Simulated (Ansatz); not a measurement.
**96-atom supercell of wurtzite BN**

What do PBEsol, HSE06 and r²SCAN give for the perfect crystal in this cell, and at what cost?

All numbers are computed with Ansatz 0.2.0 (PAW, plane waves).

**1. Starting point**

96 atoms (48 B, 48 N); a = 7.623 Å, b = 8.802 Å, c = 8.407 Å, α = 90.00°, β = 90.00°, γ = 90.00°.

The runs, in order: (2) PBEsol cell relaxation at the single k point (¼, ¼, ¼), on 1 × NVIDIA GB300 Max-Q with 8 threads of Arm Neoverse-V2; (3) HSE06 single point at the Γ point alone, on 1 × NVIDIA GB300 Max-Q with 8 threads of Arm Neoverse-V2; (4) r²SCAN single point at the Γ point alone, on 1 × NVIDIA GB300 Max-Q with 8 threads of Arm Neoverse-V2.

**2. PBEsol relaxation of the cell and the positions**

Input file in.yaml:

```yaml
crystal:
  lattice:
    - [7.622990, 0.000000, 0.000000]
    - [0.000000, 8.802271, 0.000000]
    - [0.000000, 0.000000, 8.406582]
  atoms:
    - { symbol: B, position: [0.000000, 0.166667, 0.000384] }
    - { symbol: B, position: [0.000000, 0.166667, 0.500384] }
    - { symbol: B, position: [0.333333, 0.166667, 0.000384] }
    - { symbol: B, position: [0.333333, 0.166667, 0.500384] }
    - { symbol: B, position: [0.166667, 0.416667, 0.000384] }
    - { symbol: B, position: [0.166667, 0.416667, 0.500384] }
    - { symbol: B, position: [0.000000, 0.666667, 0.000384] }
    - { symbol: B, position: [0.000000, 0.666667, 0.500384] }
    - { symbol: B, position: [0.666667, 0.166667, 0.000384] }
    - { symbol: B, position: [0.666667, 0.166667, 0.500384] }
    - { symbol: B, position: [0.500000, 0.416667, 0.000384] }
    - { symbol: B, position: [0.500000, 0.416667, 0.500384] }
    - { symbol: B, position: [0.333333, 0.666667, 0.000384] }
    - { symbol: B, position: [0.333333, 0.666667, 0.500384] }
    - { symbol: B, position: [0.166667, 0.916667, 0.000384] }
    - { symbol: B, position: [0.166667, 0.916667, 0.500384] }
    - { symbol: B, position: [0.833333, 0.416667, 0.000384] }
    - { symbol: B, position: [0.833333, 0.416667, 0.500384] }
    - { symbol: B, position: [0.666667, 0.666667, 0.000384] }
    - { symbol: B, position: [0.666667, 0.666667, 0.500384] }
    - { symbol: B, position: [0.500000, 0.916667, 0.000384] }
    - { symbol: B, position: [0.500000, 0.916667, 0.500384] }
    - { symbol: B, position: [0.833333, 0.916667, 0.000384] }
    - { symbol: B, position: [0.833333, 0.916667, 0.500384] }
    - { symbol: B, position: [0.166667, 0.083333, 0.250384] }
    - { symbol: B, position: [0.166667, 0.083333, 0.750384] }
    - { symbol: B, position: [0.000000, 0.333333, 0.250384] }
    - { symbol: B, position: [0.000000, 0.333333, 0.750384] }
    - { symbol: B, position: [0.500000, 0.083333, 0.250384] }
    - { symbol: B, position: [0.500000, 0.083333, 0.750384] }
    - { symbol: B, position: [0.333333, 0.333333, 0.250384] }
    - { symbol: B, position: [0.333333, 0.333333, 0.750384] }
    - { symbol: B, position: [0.166667, 0.583333, 0.250384] }
    - { symbol: B, position: [0.166667, 0.583333, 0.750384] }
    - { symbol: B, position: [0.000000, 0.833333, 0.250384] }
    - { symbol: B, position: [0.000000, 0.833333, 0.750384] }
    - { symbol: B, position: [0.833333, 0.083333, 0.250384] }
    - { symbol: B, position: [0.833333, 0.083333, 0.750384] }
    - { symbol: B, position: [0.666667, 0.333333, 0.250384] }
    - { symbol: B, position: [0.666667, 0.333333, 0.750384] }
    - { symbol: B, position: [0.500000, 0.583333, 0.250384] }
    - { symbol: B, position: [0.500000, 0.583333, 0.750384] }
    - { symbol: B, position: [0.333333, 0.833333, 0.250384] }
    - { symbol: B, position: [0.333333, 0.833333, 0.750384] }
    - { symbol: B, position: [0.833333, 0.583333, 0.250384] }
    - { symbol: B, position: [0.833333, 0.583333, 0.750384] }
    - { symbol: B, position: [0.666667, 0.833333, 0.250384] }
    - { symbol: B, position: [0.666667, 0.833333, 0.750384] }
    - { symbol: N, position: [0.000000, 0.166667, 0.187616] }
    - { symbol: N, position: [0.000000, 0.166667, 0.687616] }
    - { symbol: N, position: [0.333333, 0.166667, 0.187616] }
    - { symbol: N, position: [0.333333, 0.166667, 0.687616] }
    - { symbol: N, position: [0.166667, 0.416667, 0.187616] }
    - { symbol: N, position: [0.166667, 0.416667, 0.687616] }
    - { symbol: N, position: [0.000000, 0.666667, 0.187616] }
    - { symbol: N, position: [0.000000, 0.666667, 0.687616] }
    - { symbol: N, position: [0.666667, 0.166667, 0.187616] }
    - { symbol: N, position: [0.666667, 0.166667, 0.687616] }
    - { symbol: N, position: [0.500000, 0.416667, 0.187616] }
    - { symbol: N, position: [0.500000, 0.416667, 0.687616] }
    - { symbol: N, position: [0.333333, 0.666667, 0.187616] }
    - { symbol: N, position: [0.333333, 0.666667, 0.687616] }
    - { symbol: N, position: [0.166667, 0.916667, 0.187616] }
    - { symbol: N, position: [0.166667, 0.916667, 0.687616] }
    - { symbol: N, position: [0.833333, 0.416667, 0.187616] }
    - { symbol: N, position: [0.833333, 0.416667, 0.687616] }
    - { symbol: N, position: [0.666667, 0.666667, 0.187616] }
    - { symbol: N, position: [0.666667, 0.666667, 0.687616] }
    - { symbol: N, position: [0.500000, 0.916667, 0.187616] }
    - { symbol: N, position: [0.500000, 0.916667, 0.687616] }
    - { symbol: N, position: [0.833333, 0.916667, 0.187616] }
    - { symbol: N, position: [0.833333, 0.916667, 0.687616] }
    - { symbol: N, position: [0.166667, 0.083333, 0.437616] }
    - { symbol: N, position: [0.166667, 0.083333, 0.937616] }
    - { symbol: N, position: [0.000000, 0.333333, 0.437616] }
    - { symbol: N, position: [0.000000, 0.333333, 0.937616] }
    - { symbol: N, position: [0.500000, 0.083333, 0.437616] }
    - { symbol: N, position: [0.500000, 0.083333, 0.937616] }
    - { symbol: N, position: [0.333333, 0.333333, 0.437616] }
    - { symbol: N, position: [0.333333, 0.333333, 0.937616] }
    - { symbol: N, position: [0.166667, 0.583333, 0.437616] }
    - { symbol: N, position: [0.166667, 0.583333, 0.937616] }
    - { symbol: N, position: [0.000000, 0.833333, 0.437616] }
    - { symbol: N, position: [0.000000, 0.833333, 0.937616] }
    - { symbol: N, position: [0.833333, 0.083333, 0.437616] }
    - { symbol: N, position: [0.833333, 0.083333, 0.937616] }
    - { symbol: N, position: [0.666667, 0.333333, 0.437616] }
    - { symbol: N, position: [0.666667, 0.333333, 0.937616] }
    - { symbol: N, position: [0.500000, 0.583333, 0.437616] }
    - { symbol: N, position: [0.500000, 0.583333, 0.937616] }
    - { symbol: N, position: [0.333333, 0.833333, 0.437616] }
    - { symbol: N, position: [0.333333, 0.833333, 0.937616] }
    - { symbol: N, position: [0.833333, 0.583333, 0.437616] }
    - { symbol: N, position: [0.833333, 0.583333, 0.937616] }
    - { symbol: N, position: [0.666667, 0.833333, 0.437616] }
    - { symbol: N, position: [0.666667, 0.833333, 0.937616] }
  symmetry: { detect: false }
kpoints:
  mp_grid: { grid: [1, 1, 1], shift: [0.25, 0.25, 0.25] }
hamiltonian:
  xc: pbesol
scf:
  occupations: { method: fermi_dirac, width: 0.01 }
relax:
  f_tol: 0.03
  max_steps: 80
  escape_saddle: false
  adjacent_minimum: "off"
  cell: { fix: [alpha, beta, gamma] }
output:
  forces: true
  eigenvalues: true
  populations: true
```

Started as:

```sh
ansatz run in.yaml --threads 8 --pin off --max-ram 76000MiB --runs-dir r --events-out ev --progress --plain --backend cuda --devices 0,
```

After this run come: HSE06 single point; Single point with r²SCAN.

Q: Predict the outcome of this session. Wanted: for each run, top filled to lowest empty; energy; pressure.

**Answer**, as computed:

```
             level         time   k points  top filled to lowest empty (eV)  energy (eV/atom)  pressure (GPa)
PBEsol, relaxation  3.8 s (GPU)  (¼, ¼, ¼)                             6.22         -266.9017            0.00
             HSE06   15 s (GPU)          Γ                             6.51         -271.1778               -
            r²SCAN  3.6 s (GPU)          Γ                             5.71         -271.9519               -
```

```
     quantity                                                                      value
   relaxation                                           3 recorded steps, 0.00 eV gained
largest shift                                                                     0.00 Å
 relaxed cell  a = 7.622 Å, b = 8.803 Å, c = 8.407 Å, α = 90.00°, β = 90.00°, γ = 90.00°
```

**In words.** The atoms kept their fractional positions, and energy and volume hardly changed. At the same k points, r²SCAN gives a spacing 0.80 eV smaller than the 6.51 eV of HSE06. Rows on different k points differ by sampling as well as by level. The price of HSE06 is about 4.3 times the time of r²SCAN here. With one k point the spacing samples only the states that fold onto it, so it can exceed the gap over the zone.
